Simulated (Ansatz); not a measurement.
**HfN: a tetragonal deformation path**

The task here is to estimate one member of a computed series from the others.

Computed with Ansatz 0.2.0 (DFT PBEsol, scalar-relativistic, plane waves, PAW, unless a step's input says otherwise).

## Starting point

It takes space group Fm-3m (No. 225, cubic). The conventional cell has a = 4.518 Å, b = 4.518 Å, c = 4.518 Å, α = 90.00°, β = 90.00°, γ = 90.00°. Hf (site symmetry m-3m) is surrounded by 6 N at 2.26 Å. N (site symmetry m-3m) has 6 Hf at 2.26 Å in its first shell of neighbours.

Coordinates:

```cif
data_structure
_symmetry_space_group_name_H-M 'P 1'
_symmetry_Int_Tables_number 1
_cell_length_a 3.1947
_cell_length_b 3.1947
_cell_length_c 3.1947
_cell_angle_alpha 60.000
_cell_angle_beta 60.000
_cell_angle_gamma 60.000
_cell_volume 23.06
loop_
_atom_site_label
_atom_site_type_symbol
_atom_site_fract_x
_atom_site_fract_y
_atom_site_fract_z
_atom_site_occupancy
Hf1 Hf 0.00000 0.00000 0.00000 1
N1 N 0.50000 0.50000 0.50000 1
```

The cell is taken as given, not relaxed at this level.

## The reference cell

Reference values: F = -15980.2489 eV; pressure -3.02 GPa; largest force 0.000 eV/Å; gap on the mesh none (metal). It was computed beforehand with the settings of the runs below.

The first run:

At fixed volume and fractional coordinates, lengths along (0.000, 0.000, 1.000) are scaled against those across it; ρ is that ratio over its starting value.

input.yaml

```yaml
crystal:
  lattice:
    - [0.0, 2.5357694169, 1.7927889778]
    - [2.5357694169, 0.0, 1.7927889778]
    - [2.5357694169, 2.5357694169, 0.0]
  atoms:
    - { symbol: Hf, position: [0.0, 0.0, 0.0] }
    - { symbol: "N", position: [0.5, 0.5, 0.5] }
basis:
  ecutwfc: 420
kpoints:
  mp_grid: { grid: [20, 20, 20] }
hamiltonian:
  xc: pbesol
scf:
  occupations: { method: gaussian, width: 0.15 }
output:
  forces: true
  stress: true
  eigenvalues: true
  write_density: true
  write_potential: true
  elf: true
  volumetric_format: npy
```

Run with:

```bash
> ansatz run input.yaml --threads 1 --pin off --max-ram 2560MiB --backend cpu --events-out ev --progress --plain --runs-dir out
```

Among the steps run: ρ = 0.707; At ρ = 1.414; Point ρ = 0.850; At ρ = 1.200; At ρ = 0.780; Point ρ = 1.300; ρ = 0.920; At ρ = 1.100; Point ρ = 0.650; At ρ = 1.500; Point ρ = 0.960; At ρ = 1.050.

One table of the session follows, with a row left open; its other results are not shown here.

Collected from the runs (energy zero: the undisturbed cell):

```
    ρ  ΔE (meV/atom)  pressure (GPa)
0.650         3526.7           116.3
0.707         2156.8            85.8
0.780          986.4            43.1
0.850          380.0            15.6
0.920           89.6             1.6
0.960           20.3            -1.9
1.000            0.0            -3.0
1.050              ?               ?
1.100           98.5             2.6
1.200          312.6            17.2
1.300          585.1            36.1
1.414          976.7            61.2
1.500         1334.2            81.9
```

**Question.** Estimate the row for ρ = 1.050.

Worked estimate for «ΔE (meV/atom)». A straight line through the neighbours (1.000, 0.0) and (1.100, 98.5) gives 0.0 + (98.5 − 0.0) × (1.050 − 1.000) / (1.100 − 1.000) = 49.2; a parabola fitted to 4 rows on both sides gives 34.1.

As computed: ΔE (meV/atom): 26.5; pressure (GPa): -1.6. In «ΔE (meV/atom)» the line misses by +22.7 and the parabola by +7.6.

Caveats from the session: Spin polarisation is off in the runs that give these values; a magnetic solution could lie lower.
